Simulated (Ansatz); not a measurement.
I need the interaction energy of a dimer with the counterpoise correction of F2Si, SMILES F[Si]F. Use Ansatz 0.2.0 through its Python package. Settings (for the species named): Hartree-Fock, def2-SVP basis, multiplicity 1.

```xyz
3

F     0.1474    1.3125    0.2263
Si   -0.5714   -0.0444   -0.3170
F     0.4240   -1.2680    0.0907
```

Script `dimer_f2si.py`:
```python
import ansatz as az

FIRST = [
    ("F", (0.1474, 1.3125, 0.2263)),
    ("Si", (-0.5714, -0.0444, -0.317)),
    ("F", (0.424, -1.2681, 0.0907)),
]
SECOND = [
    ("F", (3.7815, -3.5429, -2.3159)),
    ("Si", (3.8815, -1.9524, -1.9796)),
    ("F", (2.9226, -1.711, -0.6847)),
]

def energy(atoms, ghosts=()):
    molecule = az.Crystal.molecule()
    for symbol, xyz in atoms:
        molecule = molecule.atom(symbol, xyz)
    calc = (
        molecule.calculation()
        .basis(gaussian="def2-SVP")
        .functional("hf")
    )
    deck = calc.input()
    if ghosts:
        deck = deck.set(az.key.basis.gaussian.ghost_atoms, [{"symbol": s, "position_ang": list(xyz)} for s, xyz in ghosts])
    return az.Session.from_dict(deck).plan().execute().report["free_energy_ev"]


def main() -> None:
    both = energy(FIRST + SECOND)
    alone = energy(FIRST) + energy(SECOND)
    ghosted = energy(FIRST, SECOND) + energy(SECOND, FIRST)
    print(f"dimer {both:.6f} eV")
    print(f"interaction, uncorrected   {96.485332 * (both - alone):8.3f} kJ/mol")
    print(f"interaction, counterpoise  {96.485332 * (both - ghosted):8.3f} kJ/mol")
    print(f"basis-set superposition    {96.485332 * (alone - ghosted):8.3f} kJ/mol")


if __name__ == "__main__":
    main()
```

Output of `python dimer_f2si.py`:
```text
dimer -26538.399643 eV
interaction, uncorrected      7.743 kJ/mol
interaction, counterpoise    11.372 kJ/mol
basis-set superposition       3.630 kJ/mol
```

Uncorrected it is 7.743 kJ/mol, with the counterpoise correction 11.372 kJ/mol; the difference, 3.63 kJ/mol, is the superposition error. In this basis both values are repulsive.

What to keep in mind:
- The settings weren't tested for convergence.
- The dimer is a generated trial pose of unrelaxed monomers, not a minimum, so the figure is no binding energy, and the basis set is small.
- Hartree-Fock leaves correlation out, so bond, atomisation and ionisation energies come out well too low.
- This level lacks the dispersion part of the attraction (electrostatics and induction are there), which can decide the sign where the interaction is weak.
- Wall time of the script: 5.3 s on 1 thread of Intel(R) Xeon(R) Processor @ 2.30GHz, with other jobs on the host, peak memory 0.25 GiB.
